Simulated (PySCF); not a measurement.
# [Nd(NH3)2]3+: other functionals and bases at one geometry

An exercise on one series of results from a longer session: the logs are not shown, and one member is left open.

Method: several levels, as the steps say, no spin–orbit coupling; program: PySCF 2.14.0.

2 further runs of the same task are left out: 2 for a known fault of the program.

**Where the work starts**

9 atoms, charge 3, spin multiplicity 1.

Bond lengths: Nd1–N2 2.434 Å, Nd1–N6 2.434 Å, N2–H3 1.041 Å, N2–H4 1.040 Å, N2–H5 1.041 Å, N6–H7 1.041 Å, N6–H8 1.041 Å, N6–H9 1.040 Å. Angles: N2–Nd1–N6 112.3°, Nd1–N2–H3 115.4°, Nd1–N2–H4 116.7°, Nd1–N2–H5 115.0°, H3–N2–H4 102.6°, H3–N2–H5 102.4°, H4–N2–H5 102.7°, Nd1–N6–H7 114.7°, Nd1–N6–H8 116.1°, Nd1–N6–H9 116.3°, H7–N6–H8 102.5°, H7–N6–H9 102.6°, H8–N6–H9 102.6°.

As a file:

```xyz
9
H6N2Nd
Nd    0.89507   -0.74318    0.00020
N    -0.14736    0.12398    2.02138
H     0.43008    0.79467    2.56935
H    -1.04243    0.63912    1.90185
H    -0.39097   -0.59482    2.73409
N    -0.14492    0.12542   -2.02218
H     0.35873   -0.10361   -2.90379
H    -1.11019   -0.20900   -2.22049
H    -0.24566    1.15924   -2.08040
```

Formal oxidation states: Nd +3. Each metal's 3 4f electrons lie in its core potential, so multiplicities, spins and levels count the valence alone. An earlier session relaxed this geometry at PBE0, Nd lcecp-1-SVP with ECP49, N def2-SVP, H def2-SVP (singlet, point group C1).

At PBE0 on the finer grid: E = -145.681030 Eh, HOMO -25.63 eV, LUMO -18.06 eV, Mulliken charge on Nd1 +2.13 e, largest force component 0.008 eV/Å. 

Levels to run: TPSSh; M06-L; B3LYP; TPSS; PBE0, TZVP. Hardware: 2 threads of Arm Neoverse V1, shared host.

Set-up of the first run:

The input, run.py (the lines that set the calculation):

```python
mol = gto.M(atom='''
Nd     0.89507    -0.74318     0.00020
N     -0.14736     0.12398     2.02138
H      0.43008     0.79467     2.56935
H     -1.04243     0.63912     1.90185
H     -0.39097    -0.59482     2.73409
N     -0.14492     0.12542    -2.02218
H      0.35873    -0.10361    -2.90379
H     -1.11019    -0.20900    -2.22049
H     -0.24566     1.15924    -2.08040''',
    basis={'Nd': 'lcecp-1-SVP', 'N': 'def2-SVP', 'H': 'def2-SVP'},
    ecp={'Nd': 'lcecp-1-SVP'},
    charge=3, spin=0)
mf = dft.RKS(mol, xc='TPSSH')
mf.grids.atom_grid = (75, 302)  # f atoms: unpruned, at least (60, 302)
mf = mf.density_fit()  # fitting sets: Nd AutoAux, N def2-universal-JKFIT, H def2-universal-JKFIT
mf.conv_tol = 1e-08; mf.max_cycle = 55
mf.kernel(dm0)  # dm0: the density of the relaxed state
```

Launch:

```
$ OMP_NUM_THREADS=2 python run.py
```

Among the steps run: TPSSh; M06-L; B3LYP; TPSS; PBE0, TZVP.

One table of the session follows, with a row left open; its other results are not shown here.

```
              level  HOMO (eV)  gap (eV)  charge on Nd1 (e)  dipole (D)  largest force component (eV/Å)
PBE0 (relaxed here)     -25.63      7.57               2.13        3.22                            0.01
              TPSSh     -24.82      6.38               2.12        3.25                            0.13
              M06-L          ?         ?                  ?           ?                               ?
              B3LYP     -25.34      6.94               2.10        3.24                            0.15
               TPSS     -24.25      5.44               2.08        3.36                            0.27
         PBE0, TZVP     -25.51      7.59               2.31        3.26                            0.30
```

Q: Estimate the row for M06-L from the others.

As computed: HOMO (eV): -24.41; gap (eV): 5.98; charge on Nd1 (e): 2.19; dipole (D): 3.08; largest force component (eV/Å): 0.17. In the column «HOMO (eV)» it lies between TPSSh (-24.82) and TPSS (-24.25).

The dipole of a charged species depends on the origin, so these sizes hold for this origin alone.

In one basis the HOMO–LUMO gap runs from 5.44 eV (TPSS) to 7.57 eV (PBE0). The largest leftover force, 0.30 eV/Å with PBE0, TZVP, stands at a geometry relaxed at another level. With 4f in the core, its levels are missing from HOMO and gap, and its count is fixed, so no charge can pass from the ligands into it. Total energies of different levels can't be compared.
